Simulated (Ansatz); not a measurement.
# Li3B2: one candidate of a structure search

Aim: relax a trial structure of Li3B2 and see where it ends.

Computed with Ansatz 0.2.0 (DFT PBE, scalar-relativistic, plane waves, PAW, unless a step's input says otherwise).

## Step 1: The system as given

Symmetry: P-3m1, No. 164, trigonal system. Conventional cell: a = 5.080 Å, b = 5.080 Å, c = 6.769 Å, α = 90.00°, β = 90.00°, γ = 120.00°. Li (site symmetry 2/m) has 6 Li at 2.44 to 2.54 Å in its first shell of neighbours. Li (site symmetry -3m) has 6 B at 1.55 Å in its first shell of neighbours. Li (site symmetry 2/m) has 4 B at 1.63 Å in its first shell of neighbours. Li (site symmetry 3m) is surrounded by 3 B at 1.72 Å. B (site symmetry m) is surrounded by 4 Li at 1.55 to 1.72 Å.

As a file:

```cif
data_structure
_symmetry_space_group_name_H-M 'P 1'
_symmetry_Int_Tables_number 1
_cell_length_a 5.0804
_cell_length_b 5.0804
_cell_length_c 6.7693
_cell_angle_alpha 90.000
_cell_angle_beta 90.000
_cell_angle_gamma 120.000
_cell_volume 151.31
loop_
_atom_site_label
_atom_site_type_symbol
_atom_site_fract_x
_atom_site_fract_y
_atom_site_fract_z
_atom_site_occupancy
Li1 Li 0.50000 0.00000 0.50000 1
Li2 Li 0.00000 0.50000 0.50000 1
Li3 Li 0.50000 0.50000 0.50000 1
Li4 Li 0.00000 0.00000 0.00000 1
Li5 Li 0.50000 0.00000 0.00000 1
Li6 Li 0.00000 0.50000 0.00000 1
Li7 Li 0.50000 0.50000 0.00000 1
Li8 Li 0.33333 0.66667 0.78784 1
Li9 Li 0.66667 0.33333 0.21216 1
B1 B 0.15989 0.84011 0.90352 1
B2 B 0.15989 0.31978 0.90352 1
B3 B 0.68022 0.84011 0.90352 1
B4 B 0.84011 0.15989 0.09648 1
B5 B 0.31978 0.15989 0.09648 1
B6 B 0.84011 0.68022 0.09648 1
```

Recipe of the guess: random cell by space group and Wyckoff sites (P-3m1, No. 164). The dimensions are guesses.

## Step 2: A first look at the guess

The input, input.yaml:

```yaml
crystal:
  lattice:
    - [5.08039848, 0.0, 0.0]
    - [-2.54019924, 4.39975414, 0.0]
    - [0.0, 0.0, 6.76930225]
  atoms:
    - { symbol: Li, position: [0.5, 0.0, 0.5] }
    - { symbol: Li, position: [0.0, 0.5, 0.5] }
    - { symbol: Li, position: [0.5, 0.5, 0.5] }
    - { symbol: Li, position: [0.0, 0.0, 0.0] }
    - { symbol: Li, position: [0.5, 0.0, 0.0] }
    - { symbol: Li, position: [0.0, 0.5, 0.0] }
    - { symbol: Li, position: [0.5, 0.5, 0.0] }
    - { symbol: Li, position: [0.33333333, 0.66666667, 0.7878352] }
    - { symbol: Li, position: [0.66666667, 0.33333333, 0.2121648] }
    - { symbol: B, position: [0.15988991, 0.84011009, 0.90352144] }
    - { symbol: B, position: [0.15988991, 0.31977983, 0.90352144] }
    - { symbol: B, position: [0.68022017, 0.84011009, 0.90352144] }
    - { symbol: B, position: [0.84011009, 0.15988991, 0.09647856] }
    - { symbol: B, position: [0.31977983, 0.15988991, 0.09647856] }
    - { symbol: B, position: [0.84011009, 0.68022017, 0.09647856] }
basis:
  ecutwfc: 420
kpoints:
  mp_grid: { grid: [6, 6, 4] }
hamiltonian:
  xc: pbe
scf:
  occupations: { method: gaussian, width: 0.1 }
  lower_state_search: "off"
output:
  forces: true
  stress: true
  eigenvalues: true
```

The run is started by

```
ansatz run input.yaml --threads 1 --pin off --max-ram 2560MiB --backend cpu --events-out ev --progress --plain --runs-dir out
```

The session goes on with these runs: coarse relaxation; final relaxation.

What does the calculation give? Wanted: conventional cell; volume; energy over the elements; gap on the mesh.

As calculated:

```
                              quantity                                                                       value
symmetry at the end (tolerance 0.05 Å)                                                 space group P-3m1 (No. 164)
                     conventional cell  a = 5.524 Å, b = 5.524 Å, c = 7.342 Å, α = 90.00°, β = 90.00°, γ = 120.00°
                                volume                                                               12.94 Å³/atom
              energy over the elements                                                               +0.49 eV/atom
                       gap on the mesh                                                                none (metal)
```

**Reading.** The space group P-3m1 (No. 164) is kept, and the volume per atom grows by 28.2 % from the first guess. The formation energy is positive, so the separate elements lie lower. No finished test with a distortion of lower symmetry is shown, so the end may be a saddle point.
